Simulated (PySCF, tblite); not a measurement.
# C₇H₉O radical: geometry, infrared bands and EPR parameters

Wanted: the infrared bands and EPR parameters of C₇H₉O radical (`C=C(C)/[C]=C\C(C)=O`), by calculation.

Programs: tblite 0.8.0 and PySCF 2.14.0, with density-fitted response routines of our own. Each step states its level of theory. These are calculated values for one molecule in the gas phase, unless marked as measured. Atoms are numbered from 0 throughout.

### Step 1. The molecule as given

17 atoms, charge 0, multiplicity 2; geometry from: force field or distance geometry start.

Bonds of the start (Å): C0–C1 1.35, C1–C2 1.48, C1–C3 1.43, C3–C4 1.30, C4–C5 1.48, C5–C6 1.50, C5–O7 1.24, C0–H8 1.08, C0–H9 1.09, C2–H10 1.10, C2–H11 1.10, C2–H12 1.10, C4–H13 1.08, C6–H14 1.09, C6–H15 1.08, C6–H16 1.09.

### Step 2. Optimising the geometry with GFN2-xTB

What the job is given:

```
{"job": {"kind": "relax", "xc": "GFN2-xTB", "basis": "xTB"}, "charge": 0, "multiplicity": 2}
C     -1.422700    -1.478000     1.044000
C     -1.351300    -0.260000     0.464600
C     -2.440400     0.293800    -0.371600
C     -0.169300     0.520100     0.672400
C      0.903500     1.219000     0.874000
C      2.202400     0.879200     0.248300
C      2.309100    -0.334900    -0.634300
O      3.184700     1.605800     0.480200
H     -0.625700    -1.878900     1.661400
H     -2.312800    -2.102600     0.920200
H     -2.088200     0.500100    -1.389000
H     -2.826700     1.230100     0.056000
H     -3.301500    -0.390800    -0.448400
H      0.894500     2.102400     1.491700
H      2.069800    -1.229800    -0.055000
H      1.634300    -0.239100    -1.475500
H      3.333400    -0.424300    -1.002700
```

Started as:

```sh
OMP_NUM_THREADS=1 python probes_run.py task.json out
```

One launch serves the whole session: the jobs run in the order shown.

**Question.** This job is followed by: GFN2-xTB harmonic vibrations, gas phase; UKS B3LYP, pcH-1 on C H O, non-relativistic, mean-field spin-orbit, GIAO. Predict these results of the whole session: strongest single infrared mode (GFN2-xTB); zero-point energy (GFN2-xTB); g(iso) (B3LYP); ⟨S²⟩; largest a(iso) (averaged by class); potential on the surface of density 0.002 e/bohr³, 1st and 99th percentile.

The runs gave:

| quantity | value |
| --- | --- |
| strongest single infrared mode (GFN2-xTB) | 1741 cm⁻¹, 723 km/mol |
| zero-point energy (GFN2-xTB) | 83.7 kcal/mol |
| g(iso) (B3LYP) | 2.00243 |
| ⟨S²⟩ | 0.777 (exact 0.75) |
| largest a(iso) (averaged by class) | 1H on H13, 111.2 MHz |
| potential on the surface of density 0.002 e/bohr³, 1st and 99th percentile | -1.75 V and 1.06 V |

**Reading.** The optimisation took 88 steps and gained 0.276 eV; among the close pairs (by a distance rule), C1–C3 changed most, from 1.431 to 1.352 Å. The lowest mode is imaginary (62i cm⁻¹), so the xTB geometry is not a minimum: the zero-point energy counts the real modes alone, and all values at this geometry belong to a saddle point. The strongest single mode, at 1741 cm⁻¹, moves mainly C5 and O7. GFN2-xTB is a fitted tight-binding method: band positions and strengths are rough. Its intensities can rank the bands wrongly. The largest spin populations lie on C0 (0.69 e), C3 (0.63 e). The isotropic g lies 0.1 ppt above the free-electron value. The conformer search found further structures of the same energy, which may be mirror or relabelled copies of this one.
